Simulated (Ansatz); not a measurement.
**AlCo: how the settings move a single-point run**

How sensitive is a single-point run of AlCo to its settings? A reference run comes first, then one run with altered input.

Program: Ansatz 0.2.0. Level of theory: reference: DFT, LDA, all-electron LAPW, scalar-relativistic; levels and slopes on a fine mesh, independent-particle optical spectra. These are calculated values, not measurements.

**1. The starting structure**

It takes space group Pm-3m (No. 221, cubic). Conventional cell: a = 2.794 Å, b = 2.794 Å, c = 2.794 Å, α = 90.00°, β = 90.00°, γ = 90.00°. Al (site symmetry m-3m) is surrounded by 8 Co at 2.42 Å. Co (site symmetry m-3m) is surrounded by 8 Al at 2.42 Å.

Structure file:

```cif
data_structure
_symmetry_space_group_name_H-M 'Pm-3m'
_symmetry_Int_Tables_number 221
_cell_length_a 2.7943
_cell_length_b 2.7943
_cell_length_c 2.7943
_cell_angle_alpha 90.000
_cell_angle_beta 90.000
_cell_angle_gamma 90.000
_cell_volume 21.82
loop_
_atom_site_label
_atom_site_type_symbol
_atom_site_symmetry_multiplicity
_atom_site_Wyckoff_symbol
_atom_site_fract_x
_atom_site_fract_y
_atom_site_fract_z
_atom_site_occupancy
Al1 Al 1 a 0.00000 0.00000 0.00000 1
Co1 Co 1 b 0.50000 0.50000 0.50000 1
```

**2. Reference**

File input.yaml:

```yaml
crystal:
  lattice:
    - [2.79425093642, 0.0, 0.0]
    - [0.0, 2.79425093642, 0.0]
    - [0.0, 0.0, 2.79425093642]
  atoms:
    - { symbol: Al, position: [0.0, 0.0, 0.0] }
    - { symbol: Co, position: [0.5, 0.5, 0.5] }
kpoints:
  mp_grid: { grid: [12, 12, 12] }
scf:
  occupations: { method: fermi_dirac, width: 0.08 }
hamiltonian:
  xc: lda
  pseudopotentials: { kind: all_electron, lapw: { basis_error: 0.001 } }
output:
  forces: true
  stress: true
  eigenvalues: true
  eigenstates:
    nscf_kmesh: { grid: [20, 20, 20] }
    de_dk: true
    e_range: [-14, 14]
  optics:
    e_range: [0, 20]
    de: 0.2
    sigma: 0.1
    bands: { spectra_wanted_up_to: 20 }
    nscf_kmesh: { grid: [20, 20, 20] }
    drude_damping: 0.03
checkpoint:
  write: ck
  write_wavefunctions: false
```

Run with:

```bash
$ ansatz run input.yaml --threads 1 --pin off --max-ram 3072MiB --backend cpu --events-out ev --progress --plain --runs-dir out
```

**3. Changing settings: occupations.method cold, occupations.width 0.1**

Changes to input.yaml since step 2:

```diff
@@ -11,3 +11,3 @@
 scf:
-  occupations: { method: fermi_dirac, width: 0.08 }
+  occupations: { method: cold, width: 0.1 }
 hamiltonian:
```

**Question.** What will these runs give? Wanted: for each run, ending; energy change; pressure; gap; force.

**Answer**, as computed:

```tsv
run	ending	energy change	pressure (GPa)	gap (eV)	force (eV/Å)	cycles	time
reference	converged	0	-0.2	0.00	0.00	-	68 s (other work)
1: occupations.method cold, occupations.width 0.1	converged	0.0 meV/atom (σ→0)	-0.3	0.00	0.00	11	73 s
```

Residual by cycle in the longest SCF loop of each run; runs are numbered as in the table. The quantity is the density residual dr2, in eV.

```tsv
cycle	reference	run 1
1	0.704	0.698
2	0.119	0.11
3	0.238	0.238
4	0.00124	0.00121
5	2.5e-5	2.6e-5
6	1.4e-6	1.5e-6
7	5.1e-8	5.5e-8
8	3.5e-9	3.1e-9
9	1.9e-11	1.1e-11
10	5.7e-12	3.7e-12
11	4.9e-15	3.5e-15
```

Changing the smearing leaves the energy as it was (0.0 meV/atom). The sound run has no spin polarisation; with Co present, a magnetic state may lie lower.
